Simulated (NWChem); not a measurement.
# One shape, several levels: GaGeH4Cl (SMILES [Cl][GaH][GeH3])

We compute a comparison of 3 runs (HF/STO-3G, HF/3-21G, B3LYP/6-31G*) of GaGeH4Cl. 

The calculation is run with NWChem 7.3.0.

### Step 1. Starting point

The species is GaGeH4Cl (7 atoms), meant as a singlet with charge 0. SMILES: `[Cl][GaH][GeH3]`. The coordinates come from a PBE0-D4/def2-TZVP relaxation.

Bond lengths: Cl1–Ga2 2.159 Å, Ga2–Ge3 2.435 Å, Ga2–H4 1.564 Å, Ge3–H5 1.537 Å, Ge3–H6 1.537 Å, Ge3–H7 1.538 Å. Angles: Cl1–Ga2–Ge3 114.2°, Cl1–Ga2–H4 113.7°, Ge3–Ga2–H4 132.0°, Ga2–Ge3–H5 109.6°, Ga2–Ge3–H6 109.7°, Ga2–Ge3–H7 111.9°, H5–Ge3–H6 108.3°, H5–Ge3–H7 108.5°, H6–Ge3–H7 108.6°.

### Step 2. Energy and forces at HF/STO-3G (run 1)

clgageh4.nw

```
start clgageh4
memory stack 880 mb heap 220 mb global 1100 mb
geometry units angstrom noautosym nocenter noautoz
 Cl   -2.162200   -1.405900    1.317700
 Ga   -0.748000   -1.089000   -0.282200
 Ge    0.706800    0.837800    0.037200
 H    -0.853600   -2.142500   -1.433500
 H    -0.140700    2.118900    0.102100
 H     1.471200    0.697200    1.363300
 H     1.726500    0.983600   -1.104600
end
basis spherical bse
 * library STO-3G
end
scf
 thresh 1e-08
 maxiter 80
end
task scf gradient
```

Launch:

```console
$ nwchem clgageh4.nw > clgageh4.out
```

What it wrote:

```text
[...]
  functions       =    49
[...]
  wavefunction    = RHF
[...]
         Total SCF energy =  -4409.629176783578
      One-electron energy =  -7166.497537212359
      Two-electron energy =   2264.651716586132
 Nuclear repulsion energy =    492.216643842648
        Time for solution =      5.4s
[...]
                         RHF ENERGY GRADIENTS
    atom               coordinates                        gradient
                 x          y          z           x          y          z
   1 Cl     -4.085966  -2.656766   2.490092   -0.022861  -0.003587   0.027751
   2 Ga     -1.413515  -2.057912  -0.533281    0.006938   0.021339   0.016718
   3 Ge      1.335658   1.583212   0.070298   -0.006623  -0.011992  -0.004818
   4 H      -1.613070  -4.048738  -2.708922   -0.000800  -0.038583  -0.046516
   5 H      -0.265884   4.004140   0.192941   -0.023029   0.033206   0.001938
   6 H       2.780165   1.317517   2.576263    0.019371  -0.004313   0.035169
   7 H       3.262612   1.858734  -2.087391    0.027004   0.003931  -0.030242
[...]
```

Wall time 7.5 s (1 thread of AMD EPYC 9R45 (Zen 5), shared host); peak memory 0.1 GiB.

### Step 3. Energy and gradient at HF/3-21G (run 2)

mol.nw

```
start mol
title "ClGaGeH4"
memory stack 880 mb heap 220 mb global 1100 mb
charge 0

geometry noautosym nocenter noautoz
  Cl   -2.162200   -1.405900    1.317700
  Ga   -0.748000   -1.089000   -0.282200
  Ge    0.706800    0.837800    0.037200
  H    -0.853600   -2.142500   -1.433500
  H    -0.140700    2.118900    0.102100
  H     1.471200    0.697200    1.363300
  H     1.726500    0.983600   -1.104600
end

basis spherical bse
  Cl library 3-21G
  Ga library 3-21G
  Ge library 3-21G
  H library 3-21G
end

scf
  thresh 1e-08
  maxiter 80
end

task scf gradient
```

Launch:

```console
$ nwchem mol.nw > mol.out
```

What it wrote:

```text
[...]
  functions       =    65
[...]
  wavefunction    = RHF
[...]
         Total SCF energy =  -4438.830005071992
      One-electron energy =  -7176.646190033000
      Two-electron energy =   2245.599541118359
 Nuclear repulsion energy =    492.216643842648
        Time for solution =      2.7s
[...]
                         RHF ENERGY GRADIENTS
    atom               coordinates                        gradient
                 x          y          z           x          y          z
   1 Cl     -4.085966  -2.656766   2.490092    0.019534   0.004999  -0.021311
   2 Ga     -1.413515  -2.057912  -0.533281   -0.014414   0.000505   0.020795
   3 Ge      1.335658   1.583212   0.070298   -0.005147  -0.007444  -0.001682
   4 H      -1.613070  -4.048738  -2.708922   -0.000353   0.000408   0.000988
   5 H      -0.265884   4.004140   0.192941    0.000403   0.000018   0.000723
   6 H       2.780165   1.317517   2.576263   -0.000403   0.000748   0.000146
   7 H       3.262612   1.858734  -2.087391    0.000381   0.000767   0.000341
[...]
```

Run time: 5.1 s. Hardware: 1 thread of AMD EPYC 9R45 (Zen 5), shared host; peak memory 0.1 GiB.

### Step 4. Energy and gradient at B3LYP/6-31G(d) (Cartesian functions) (run 3)

nw.xyz

```xyz
7

Cl    -2.162200    -1.405900     1.317700
Ga    -0.748000    -1.089000    -0.282200
Ge     0.706800     0.837800     0.037200
H     -0.853600    -2.142500    -1.433500
H     -0.140700     2.118900     0.102100
H      1.471200     0.697200     1.363300
H      1.726500     0.983600    -1.104600
```

run.py

```python
from ase.io import read
from ase.calculators.nwchem import NWChem

system = read('nw.xyz')

calc = NWChem(
    label='nw',
    theory='dft',
    memory='2200 mb',
    basis='6-31G*',
    dft={'xc': 'b3lyp', 'mult': '1', 'grid': 'fine', 'convergence': 'energy 1e-08', 'iterations': '100', 'mulliken': None},
)
system.calc = calc

forces = system.get_forces()
print(f"energy = {system.get_potential_energy():.6f} eV")
print("forces (eV/A):")
for s, f in zip(system.symbols, forces):
    print(f"{s:2s} {f[0]:10.5f} {f[1]:10.5f} {f[2]:10.5f}")
print("dipole (e A):", system.get_dipole_moment().round(4))
```

Launch:

```console
$ export ASE_NWCHEM_COMMAND="nwchem PREFIX.nwi > PREFIX.nwo"
$ python run.py
```

What it wrote:

```text
energy = -121472.987233 eV
forces (eV/A):
Cl   -0.32329   -0.10290    0.32812
Ga    0.20286    0.01178   -0.27243
Ge    0.04690    0.03908   -0.01394
H    -0.02797   -0.08953   -0.06999
H    -0.05898    0.11503    0.01188
H     0.06772    0.00401    0.11061
H     0.09277    0.02252   -0.09426
dipole (e A): [ 0.3224  0.124  -0.2998]
```

The calculator wrote nw.nwi:

```
title "nw"

permanent_dir nw

scratch_dir nw

start nw

geometry units angstrom nocenter noautosym noautoz
  Cl -2.1621999999999999e+00 -1.4058999999999999e+00 1.3177000000000001e+00
  Ga -7.4800000000000000e-01 -1.0890000000000000e+00 -2.8220000000000001e-01
  Ge 7.0679999999999998e-01 8.3779999999999999e-01 3.7199999999999997e-02
  H  -8.5360000000000003e-01 -2.1425000000000001e+00 -1.4335000000000000e+00
  H  -1.4069999999999999e-01 2.1189000000000000e+00 1.0210000000000000e-01
  H  1.4712000000000001e+00 6.9720000000000004e-01 1.3633000000000000e+00
  H  1.7264999999999999e+00 9.8360000000000003e-01 -1.1046000000000000e+00
end

memory 2200 mb

basis noprint
   * library 6-31G*
end

dft
  xc b3lyp
  mult 1
  grid fine
  convergence energy 1e-08
  iterations 100
  mulliken
end

task dft gradient
```

nw.nwo:

```text
Northwest Computational Chemistry Package (NWChem) 7.3.0
             --------------------------------------------------------

           Job information
           ---------------

    nwchem branch   = 7.3.0
    use scalapack   = T
    input           = nw.nwi
    prefix          = nw.
    data base       = nw/nw.db
    status          = startup
    nproc           =        1

           Memory information
           ------------------

[... 5 lines left out ...]
    hardfail = no
[... 108 lines left out ...]
  convergence criterion.
[... 43 lines left out ...]
          Spatial weights used:  Erf1
[... 32 lines left out ...]
 1-e energy   =   -7197.244432
[... 50 lines left out ...]
           Coulomb energy =     2424.534927268011
[... 757 lines left out ...]
          Convergence on density requested:  1.00D-05
[... 29 lines left out ...]
          total energy or number of iterations.
[... 38 lines left out ...]
                 ----------------------------------------
                 |  Time  |  1-e(secs)   |  2-e(secs)   |
                 ----------------------------------------
                 |  CPU   |       0.01   |      12.28   |
                 ----------------------------------------
                 |  WALL  |       0.01   |      12.28   |
                 ----------------------------------------

 Task  times  cpu:       30.3s     wall:       30.3s
 Total times  cpu:       30.3s     wall:       30.3s
```

It took 31 s on 1 thread of AMD EPYC 9R45 (Zen 5), shared host; peak memory 0.12 GiB.

### Step 5. Overview of the runs

| run | level | Cartesian functions | iteration cap | energy (Eh) | dipole moment (D) | HOMO energy (eV) | LUMO energy (eV) | wall time |
| --- | --- | --- | --- | --- | --- | --- | --- | --- |
| 1 | HF/STO-3G | no | 80 | -4409.629177 | 2.80 | -8.01 | 3.84 | 7.5 s |
| 2 | HF/3-21G | no | 80 | -4438.830005 | 3.20 | -10.39 | 0.52 | 5.1 s |
| 3 | B3LYP/6-31G* (Cartesian functions) | yes | 100 | -4464.049980 | 2.20 | -7.54 | -2.22 | 31 s |

### Step 6. What came out

```
                       quantity           value
            run 3: total energy  -4464.04998 Eh
           run 3: dipole moment          2.20 D
             run 3: HOMO energy        -7.54 eV
             run 3: LUMO energy        -2.22 eV
           run 3: HOMO–LUMO gap         5.32 eV
run 3: largest force on an atom      0.472 eV/Å
```

The dipole moment (its size) runs from 2.20 D (B3LYP/6-31G*) to 3.20 D (HF/3-21G). The two ends differ in method and basis. The HOMO–LUMO gap runs from 5.32 eV (B3LYP/6-31G*) to 11.85 eV (HF/STO-3G). In run 1 the basis is minimal, so the values are rough. All runs together took 44 s, the longest 31 s.
